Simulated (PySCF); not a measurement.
# A diatomic session: WH

An exercise on one series of results from a longer session: the logs are not shown, and one member is left open.

Computed with PySCF 2.14.0. Level: H def2-TZVPP, W def2-TZVPP with ECP60, scalar-relativistic core potentials.

Set-up of the first run:

The job is set up so:

```
atoms                         : H, W
charge                        : 0
basis                         : H def2-TZVPP, W def2-TZVPP with ECP60
Hamiltonian                   : scalar-relativistic core potentials
basis functions               : 70
electrons treated             : 15
masses in u                   : 1.0078, 183.9509
levels                        : PBE0, PBE, r²SCAN, LDA, BHandHLYP, M06-2X, BP86, ωB97M-V, HF, MP2, SCS-MP2, CCSD, CCSD(T)
grid                          : 80 radial by 434 angular points
occupations                   : held fixed by the projection of orbital angular momentum
dissociation limit            : H + W, each in its ground configuration
starting distance in angstrom : 1.605
values of 2S to try           : 1, 3, 5, 7
```

Started as:

```bash
OMP_NUM_THREADS=1 python dia.py task.json out
```

Steps of the session up to this table: Set-up; The PBE0 curve of the state that the search chose; Other states along the same grid; PBE (GGA); r²SCAN; LDA (local density); BHandHLYP; M06-2X; BP86 (GGA); ωB97M-V (range-separated hybrid); UHF (mean field); MP2 and coupled cluster.

One table of the session follows, with a row left open; its other results are not shown here.

Energy (eV) from each level's lowest point:

| R (Å) | UHF | UHF-MP2 | UHF-SCS-MP2 | UHF-CCSD | UHF-CCSD(T) |
| --- | --- | --- | --- | --- | --- |
| 1.473 | 0.735 | 0.476 | 0.510 | n/a | n/a |
| 1.542 | 0.382 | 0.201 | 0.226 | 0.258 | 0.254 |
| 1.610 | 0.161 | 0.052 | 0.066 | 0.085 | 0.083 |
| 1.662 | 0.063 | 0.004 | 0.011 | 0.020 | 0.019 |
| 1.713 | 0.012 | 0.000 | 0.000 | 0.000 | 0.000 |
| 1.764 | 0.000 | 0.032 | 0.026 | 0.016 | 0.017 |
| 1.833 | ? | ? | ? | ? | ? |
| 1.919 | 0.134 | 0.280 | 0.261 | 0.219 | 0.220 |
| 2.021 | 0.316 | 0.527 | 0.506 | 0.437 | 0.435 |
| 2.158 | 0.617 | 0.904 | 0.903 | n/a | n/a |

Q: Estimate the row for R (Å) = 1.833 from the others.

Worked estimate for «UHF». A straight line through the neighbours (1.764, 0.000) and (1.919, 0.134) gives 0.000 + (0.134 − 0.000) × (1.833 − 1.764) / (1.919 − 1.764) = 0.060; a parabola fitted to 4 rows on both sides gives 0.037.

As computed: UHF: 0.033; UHF-MP2: 0.119; UHF-SCS-MP2: 0.106; UHF-CCSD: 0.082; UHF-CCSD(T): 0.083. In «UHF» the line misses by +0.027 and the parabola by +0.004.

To keep in mind: Lowest PBE0 solution found, without spin–orbit coupling: ⁶Σ⁺ (sextet), unpaired electrons σ ↑, π ↑↑, δ ↑↑. The state is the lowest single determinant that the PBE0 search found; with open d or f shells the true ground state can be another one. With spin–orbit coupling the term label itself may not hold. Warnings in the runs' records: inverted.
